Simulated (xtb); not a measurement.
# AgBr (silver bromide) at GFN1-xTB

We compute a geometry optimisation of AgBr (silver bromide). 

The results are computed with xtb 6.7.1.

5 further runs of the same task are left out: 5 set aside as unsound or not needed.

## 1. Starting point

AgBr: 2 atoms, total charge 0, spin state singlet. As SMILES, `[Br][Ag]`. The shape is that of a PBE0-D4/def2-TZVP optimisation. The run starts from this shape.

Bond lengths: Br1–Ag2 2.409 Å.

## 2. A geometry optimisation at GFN1-xTB

File coord:

```
$coord
      1.965315169611     -0.743418257428      0.980956831293  br
     -1.909568248934      0.629656744725     -0.973208954182  ag
$end
```

On the command line:

```bash
$ xtb coord --gfn 1 --chrg 0 --opt vtight | tee out.txt
```

Q: Predict the results. Wanted: total energy at the end; dipole moment; HOMO energy; LUMO energy; HOMO–LUMO gap; bond length; dispersion energy.

Answer, from the run:

Level: GFN1-xTB.

| quantity | value |
| --- | --- |
| total energy at the end | -7.71919 Eh |
| dipole moment | 5.57 D |
| HOMO energy | -10.46 eV |
| LUMO energy | -7.99 eV |
| HOMO–LUMO gap | 2.47 eV |
| bond length | 2.408 Å |
| dispersion energy | -1.12 kJ/mol |

**Reading.** At the final geometry: Bond lengths: Br1–Ag2 2.408 Å. The optimisation took 6 steps and changed the energy by -0.000 eV.
